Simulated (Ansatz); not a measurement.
# TaS(OSiH3)3 (H9O3SSi3Ta): the relaxed shape and its frontier levels

What does TaS(OSiH3)3 (H9O3SSi3Ta) look like as a singlet, and where do its frontier electrons sit?

Computed with Ansatz 0.2.0, Gaussian basis. Level: RKS PBE0-D4/def2-TZVP.

Plan: relaxation at r2SCAN-D4/def2-SVP; a single point at PBE0-D4/def2-TZVP.

2 further runs of the same task are left out: 2 set aside as unsound or not needed.

### Step 1. The starting structure

17 atoms, charge 0, spin multiplicity 1.

Atoms are counted from 1 here; the program's logs count them from 0.

Bond lengths: Ta1–S2 2.246 Å, Ta1–O3 1.877 Å, Ta1–O8 1.878 Å, Ta1–O13 1.878 Å, O3–Si4 1.625 Å, Si4–H5 1.465 Å, Si4–H6 1.469 Å, Si4–H7 1.469 Å, O8–Si9 1.625 Å, Si9–H10 1.465 Å, Si9–H11 1.469 Å, Si9–H12 1.469 Å, O13–Si14 1.625 Å, Si14–H15 1.465 Å, Si14–H16 1.469 Å, Si14–H17 1.469 Å. Angles: S2–Ta1–O3 102.2°, S2–Ta1–O8 102.3°, S2–Ta1–O13 102.3°, O3–Ta1–O8 115.8°, O3–Ta1–O13 116.1°, O8–Ta1–O13 115.0°, Ta1–O3–Si4 175.8°, O3–Si4–H5 106.9°, O3–Si4–H6 106.1°, O3–Si4–H7 106.1°, H5–Si4–H6 112.6°, H5–Si4–H7 112.9°, H6–Si4–H7 111.7°, Ta1–O8–Si9 176.4°, O8–Si9–H10 106.9°, O8–Si9–H11 106.1°, O8–Si9–H12 106.1°, H10–Si9–H11 112.6° and more.

Formally the metal is d0. Ta takes a core potential in the def2 sets. No spin-orbit coupling is included.

The start is a GFN2-xTB geometry.

### Step 2. Relaxation at r2SCAN-D4/def2-SVP

File in.yaml:

```yaml
crystal:
  periodic: [false, false, false]
  atoms:
    - {symbol: Ta, position_ang: [0.011530, -0.027290, 0.432450]}
    - {symbol: S, position_ang: [-0.032680, -0.078000, 2.677640]}
    - {symbol: O, position_ang: [1.689190, -0.778240, 0.050610]}
    - {symbol: Si, position_ang: [3.159880, -1.436300, -0.163160]}
    - {symbol: H, position_ang: [3.771420, -1.552760, 1.162790]}
    - {symbol: H, position_ang: [3.892120, -0.516870, -1.044390]}
    - {symbol: H, position_ang: [2.933950, -2.738070, -0.804180]}
    - {symbol: O, position_ang: [-0.163510, 1.807350, 0.070990]}
    - {symbol: Si, position_ang: [-0.342340, 3.408250, -0.145760]}
    - {symbol: H, position_ang: [-0.586580, 3.992740, 1.175010]}
    - {symbol: H, position_ang: [-1.484200, 3.570470, -1.055760]}
    - {symbol: H, position_ang: [0.908230, 3.878410, -0.755390]}
    - {symbol: O, position_ang: [-1.482310, -1.070740, -0.022090]}
    - {symbol: Si, position_ang: [-2.815500, -1.948340, -0.328020]}
    - {symbol: H, position_ang: [-3.367290, -2.351550, 0.967490]}
    - {symbol: H, position_ang: [-2.373390, -3.091400, -1.137410]}
    - {symbol: H, position_ang: [-3.718510, -1.067660, -1.080820]}
basis:
  gaussian: {orbitals: def2-SVP}
hamiltonian: {xc: r2scan, dispersion: d4}
scf: {lower_state_search: "off"}
output: {orbitals: {seedname: orbitals}}
relax: {f_tol: 0.02, max_steps: 100}
```

Launch:

```bash
$ ansatz run in.yaml --threads 2 --pin off --events-out ev --progress --plain --max-ram 32768MiB --backend cuda --devices 0, --max-vram 18GiB
```

Further steps of the session: Single point, PBE0-D4/def2-TZVP.

Q: Predict the results of all the runs planned. Wanted: point group; near neighbours of the metal; HOMO, LUMO at PBE0-D4/def2-TZVP; charge on the metal; dipole at r2SCAN-D4/def2-SVP.

**Answer**, as computed:

```
                                         quantity                                               value
                                      point group                                                  C3
                     near neighbours of the metal  S 2.19, O 1.90, O 1.90, Si 3.51, O 1.90, Si 3.51 Å
                  HOMO, LUMO at PBE0-D4/def2-TZVP                                     -7.29, -1.13 eV
charge on the metal (Mulliken, PBE0-D4/def2-TZVP)                                             +1.30 e
                     dipole at r2SCAN-D4/def2-SVP                                              2.74 D
```

The molecule keeps its bonding pattern by the stored test; the atoms moved 0.25 Å (rms), and the angle Ta1–O8–Si9 went from 176° to 158°. The metal has 6 near neighbours by the distance rule, from 1.90 to 3.51 Å. The Mulliken charge of the metal, +1.30 e, depends on the basis and isn't its oxidation state. No usable vibrations, so a minimum isn't proven. Whether this spin is the lowest isn't tested here. The point group is read from a loosely relaxed geometry; soft torsions can leave it below the true symmetry.
